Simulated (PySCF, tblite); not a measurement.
# C₇H₇F: geometry, infrared bands and NMR shifts

Aim: predict the infrared bands and NMR shifts of C₇H₇F (`C=C(F)C(=C)C#CC`).

The runs use tblite 0.8.0 and PySCF 2.14.0, with density-fitted response routines of our own; the level of theory stands in each step. All values are computed, except where a source is named. Atoms count from 0, in the outputs and in this text.

## (1) The molecule as given

15 atoms, charge 0, multiplicity 1; geometry from: force field or distance geometry start.

Bonds of the start (Å): C0–C1 1.32, C1–F2 1.37, C1–C3 1.46, C3–C4 1.35, C3–C5 1.43, C5–C6 1.20, C6–C7 1.45, C0–H8 1.08, C0–H9 1.10, C4–H10 1.09, C4–H11 1.08, C7–H12 1.08, C7–H13 1.10, C7–H14 1.09.

## (2) Optimising the geometry with GFN2-xTB

Job settings and geometry (Å):

```
{"job": {"kind": "relax", "xc": "GFN2-xTB", "basis": "xTB"}, "charge": 0, "multiplicity": 1}
C     -1.770100     1.051100     1.424400
C     -0.563100     0.767300     1.881400
F     -0.295800     1.081100     3.185800
C      0.524800     0.142400     1.141700
C      1.712400    -0.110800     1.734300
C      0.342800    -0.239400    -0.220100
C      0.205900    -0.552300    -1.371400
C      0.039700    -0.936700    -2.763300
H     -2.077800     0.834900     0.409300
H     -2.508800     1.523700     2.083100
H      2.522300    -0.579100     1.177000
H      1.904300     0.149000     2.764200
H      0.542400    -0.237900    -3.420700
H     -1.021700    -0.953700    -3.043400
H      0.438500    -1.931600    -2.946600
```

Command:

```
OMP_NUM_THREADS=1 python probes_run.py task.json out
```

This one command runs all jobs of the session in turn.

**Question.** This job is followed by: GFN2-xTB harmonic vibrations, gas phase; GIAO PBE0/pcSseg-1 NMR shielding, non-relativistic, gas phase. Predict these results of the whole session: strongest single infrared mode (GFN2-xTB); zero-point energy (GFN2-xTB); 13C shifts against TMS (PBE0/pcSseg-1); 1H shifts against TMS (PBE0/pcSseg-1, means over atoms taken as alike); 19F shifts against CFCl3 (PBE0/pcSseg-1).

**Answer**, as computed:

```
                                                              quantity                                            value
                             strongest single infrared mode (GFN2-xTB)                             2379 cm⁻¹, 67 km/mol
                                          zero-point energy (GFN2-xTB)                                    70.1 kcal/mol
                                13C shifts against TMS (PBE0/pcSseg-1)  173.2, 130.3, 130.2, 101.1, 98.2, 82.8, 5.5 ppm
1H shifts against TMS (PBE0/pcSseg-1, means over atoms taken as alike)                 6.13, 5.92, 5.33, 5.15, 2.21 ppm
                              19F shifts against CFCl3 (PBE0/pcSseg-1)                                       -118.3 ppm
```

In words: Relaxing lowered the energy by 0.054 eV in 47 steps; the close pair that moved most is C0–H9, from 1.097 to 1.075 Å. The lowest mode is imaginary (22i cm⁻¹), so the xTB geometry is not a minimum. The strongest single mode, at 2379 cm⁻¹, moves mainly C6 and C5. GFN2-xTB is a fitted tight-binding method: band positions and strengths are rough. Its intensities can rank the bands wrongly. At PBE0/pcSseg-1: Shielding is most anisotropic at C5 (span 268 ppm, paramagnetic term -145 ppm).
